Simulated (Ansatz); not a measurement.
# Ga2AsP: the cost of one run

Program: Ansatz 0.2.0. Level of theory: reference: DFT, HSE06, plane waves, PAW. These are calculated values, not measurements.

6 further runs of the same task are left out: 1 for a known fault of the program, 5 that didn't finish.

## (1) The structure to begin with

The structure is tetragonal, space group P4/mmm (No. 123). The conventional cell has a = 3.671 Å, b = 3.671 Å, c = 5.312 Å, α = 90.00°, β = 90.00°, γ = 90.00°. P (site symmetry 4/mmm) is surrounded by 6 Ga at 2.60 to 2.66 Å. Ga (site symmetry 4/mmm) is surrounded by 4 As at 2.60 Å and 2 P at 2.66 Å. As (site symmetry 4/mmm) has 6 Ga at 2.60 to 2.66 Å as nearest neighbours. Ga (site symmetry 4/mmm) is surrounded by 4 P at 2.60 Å and 2 As at 2.66 Å.

As a file:

```xyz
4
Lattice="3.6706 0.0000 0.0000 0.0000 3.6706 0.0000 0.0000 0.0000 5.3120" Properties=species:S:1:pos:R:3 pbc="T T T"
P     0.0000    0.0000    0.0000
Ga    0.0000    0.0000    2.6560
As    1.8353    1.8353    2.6560
Ga    1.8353    1.8353    0.0000
```

## (2) Baseline

The input, input.yaml:

```yaml
crystal:
  lattice:
    - [3.6705514945, 0.0, 0.0]
    - [0.0, 3.6705514945, 0.0]
    - [0.0, 0.0, 5.3120193956]
  atoms:
    - { symbol: P, position: [0.0, 0.0, 0.0] }
    - { symbol: Ga, position: [0.0, 0.0, 0.5] }
    - { symbol: As, position: [0.5, 0.5, 0.5] }
    - { symbol: Ga, position: [0.5, 0.5, 0.0] }
kpoints:
  mp_grid: { grid: [4, 4, 2] }
hamiltonian:
  xc: hse06
scf:
  occupations: { method: fermi_dirac, width: 0.02 }
  n_extra_bands: 5
output:
  forces: true
  stress: true
  eigenvalues: true
  write_density: true
  write_potential: true
  elf: true
  volumetric_format: npy
```

On the command line:

```sh
ansatz run input.yaml --threads 4 --pin off --max-ram 3686MiB --backend cpu --events-out ev --progress --plain --runs-dir out
```

**Question.** How long does this run take on 4 threads of AMD EPYC 9R45 (Zen 5), shared host, and how much memory does it need?

About 7.8 s, with a peak of 1.1 GiB.
